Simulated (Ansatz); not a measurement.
# Al2HCl: the cost of one run

Computed with Ansatz 0.2.0 (DFT PBE, scalar-relativistic, plane waves, PAW, unless a step's input says otherwise).

1 further run of the same task is left out (it didn't finish).

## (1) The system as given

The structure is orthorhombic, space group Pmmn (No. 59). The conventional cell has a = 2.918 Å, b = 4.523 Å, c = 5.054 Å, α = 90.00°, β = 90.00°, γ = 90.00°. Al (site symmetry m) is surrounded by 3 H at 2.03 Å and 3 Cl at 2.03 Å and 2 Al at 2.26 Å. H (site symmetry mm2) is surrounded by 6 Al at 2.03 Å. Cl (site symmetry mm2) is surrounded by 6 Al at 2.03 Å.

Coordinates:

```
Al H Cl
1.0
     2.91820    0.00000    0.00000
     0.00000    4.52321    0.00000
     0.00000    0.00000    5.05447
Al H Cl
4 2 2
Direct
  0.00000 0.75000 0.75000
  0.50000 0.75000 0.25000
  0.00000 0.25000 0.75000
  0.50000 0.25000 0.25000
  0.50000 0.50000 0.91667
  0.00000 0.00000 0.08333
  0.00000 0.50000 0.41667
  0.50000 0.00000 0.58333
```

The cell is invented: ordered mixture on the anion sites of nickel arsenide (Pmmn, No. 59). Lengths come from tabulated atomic sizes and are only a guess.

## (2) The guess as it stands, on a coarse mesh

File input.yaml:

```yaml
crystal:
  lattice:
    - [2.91820183, 0.0, 0.0]
    - [0.0, 4.52321283, 0.0]
    - [0.0, 0.0, 5.05447383]
  atoms:
    - { symbol: Al, position: [0.0, 0.75, 0.75] }
    - { symbol: Al, position: [0.5, 0.75, 0.25] }
    - { symbol: Al, position: [0.0, 0.25, 0.75] }
    - { symbol: Al, position: [0.5, 0.25, 0.25] }
    - { symbol: H, position: [0.5, 0.5, 0.91666667] }
    - { symbol: H, position: [0.0, 0.0, 0.08333333] }
    - { symbol: Cl, position: [0.0, 0.5, 0.41666667] }
    - { symbol: Cl, position: [0.5, 0.0, 0.58333333] }
basis:
  ecutwfc: 420
kpoints:
  mp_grid: { grid: [6, 4, 4] }
hamiltonian:
  xc: pbe
scf:
  occupations: { method: gaussian, width: 0.1 }
  lower_state_search: "off"
output:
  forces: true
  stress: true
  eigenvalues: true
```

Started as:

```bash
ansatz run input.yaml --threads 1 --pin off --max-ram 2048MiB --backend cpu --events-out ev --progress --plain --runs-dir out
```

Q: Estimate wall time and peak memory on 1 thread of Arm Neoverse N1, shared host.

About 6.1 s, with a peak of 0.36 GiB.
